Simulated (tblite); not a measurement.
# C5H9BrF2Si: the cost of one run

Programs: tblite 0.8.0 and PySCF 2.14.0, with density-fitted response routines of our own. Each step states its level of theory. These are calculated values for one molecule in the gas phase, unless marked as measured. Atoms are numbered from 0 throughout.

**1. The molecule as given**

18 atoms, charge 0, multiplicity 1; geometry from: force field or distance geometry start.

Bonds of the start (Å): C0–C1 1.32, C1–C2 1.49, C2–F3 1.40, C1–Si4 1.87, Si4–Br5 2.25, Si4–C6 1.86, C6–C7 1.53, C7–F8 1.38, C0–H9 1.09, C0–H10 1.10, C2–H11 1.13, C2–H12 1.12, Si4–H13 1.47, C6–H14 1.11, C6–H15 1.11, C7–H16 1.11, C7–H17 1.11.

**2. Relaxing the molecule with GFN2-xTB**

Job settings and geometry (Å):

```
{"job": {"kind": "relax", "xc": "GFN2-xTB", "basis": "xTB"}, "charge": 0, "multiplicity": 1}
C     -2.296800    -1.469800    -0.614900
C     -1.453500    -0.557500    -0.179600
C     -1.952700     0.726400     0.378700
F     -1.428700     1.756700    -0.413000
Si     0.389000    -0.846600    -0.193300
Br     0.861800    -2.194500     1.544900
C      1.231600     0.800100    -0.051300
C      2.743700     0.689500     0.168500
F      2.995200    -0.023000     1.323400
H     -3.382900    -1.348500    -0.611800
H     -1.888300    -2.409200    -1.010100
H     -3.071200     0.807700     0.263700
H     -1.683200     0.886500     1.449700
H      0.711300    -1.448800    -1.494100
H      0.798300     1.305000     0.839300
H      1.091500     1.425000    -0.960400
H      3.169200     1.706000     0.285600
H      3.156800     0.201200    -0.736900
```

The run is started by

```sh
> OMP_NUM_THREADS=1 python probes_run.py task.json out
```

One launch serves the whole session: the jobs run in the order shown.

Q: Estimate the wall time and peak memory of this first job on 1 thread of Arm Neoverse V1, shared host.

About 2.5 s, with a peak of 0.18 GiB.
